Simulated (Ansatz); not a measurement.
# BF3H2S: the cost of one run

The runs use Ansatz 0.2.0, Gaussian basis; PBE0-D4, def2-SVP first, then def2-TZVP.

152 further runs of the same task are left out: 152 set aside as unsound or not needed.

## (1) Starting geometry

The guess: 7 atoms, charge 0, spin multiplicity 1.

Atoms are counted from 1 here; the program's logs count them from 0.

Bond lengths: B1–S2 1.945 Å, B1–F3 1.312 Å, B1–F4 1.307 Å, S2–H7 1.332 Å, H5–F6 1.147 Å. Angles: S2–B1–F3 117.1°, S2–B1–F4 118.2°, F3–B1–F4 119.2°, B1–S2–H7 95.1°.

Coordinates:

| atom | x (Å) | y (Å) | z (Å) |
| --- | --- | --- | --- |
| B1 | -0.5998 | -0.1099 | -0.4223 |
| S2 | 0.8975 | 1.0981 | -0.1350 |
| F3 | -0.3514 | -1.2276 | -1.0636 |
| F4 | -1.8036 | 0.3973 | -0.4679 |
| H5 | 0.4252 | 0.2078 | 1.2432 |
| F6 | -0.3985 | -0.5839 | 1.3392 |
| H7 | 1.8306 | 0.2181 | -0.4936 |

Distances that are to change: B1–F6 1.84 Å, S2–H5 1.71 Å, B1–S2 1.95 Å, H5–F6 1.15 Å.

## (2) Relaxing the guess with the reacting distances held

The input, hold/in.yaml:

```yaml
crystal:
  periodic: [false, false, false]
  atoms:
    - {symbol: B, position_ang: [-0.599800, -0.109900, -0.422300]}
    - {symbol: S, position_ang: [0.897500, 1.098100, -0.135000]}
    - {symbol: F, position_ang: [-0.351400, -1.227600, -1.063600]}
    - {symbol: F, position_ang: [-1.803600, 0.397300, -0.467900]}
    - {symbol: H, position_ang: [0.425200, 0.207800, 1.243200]}
    - {symbol: F, position_ang: [-0.398500, -0.583900, 1.339200]}
    - {symbol: H, position_ang: [1.830600, 0.218100, -0.493600]}
basis:
  gaussian: {orbitals: def2-SVP}
hamiltonian: {xc: pbe0, dispersion: d4}
relax: {f_tol: 0.04, max_steps: 150, escape_saddle: false, constraints: [{distance: [0, 5]}, {distance: [1, 4]}, {distance: [0, 1]}, {distance: [4, 5]}]}
```

Run with:

```bash
ansatz run in.yaml --threads 4 --pin off --events-out ev --progress --plain --max-ram 9574MiB
```

**Question.** How long does this run take on 4 threads of Arm Neoverse V2, shared host?

About 5.5 s.
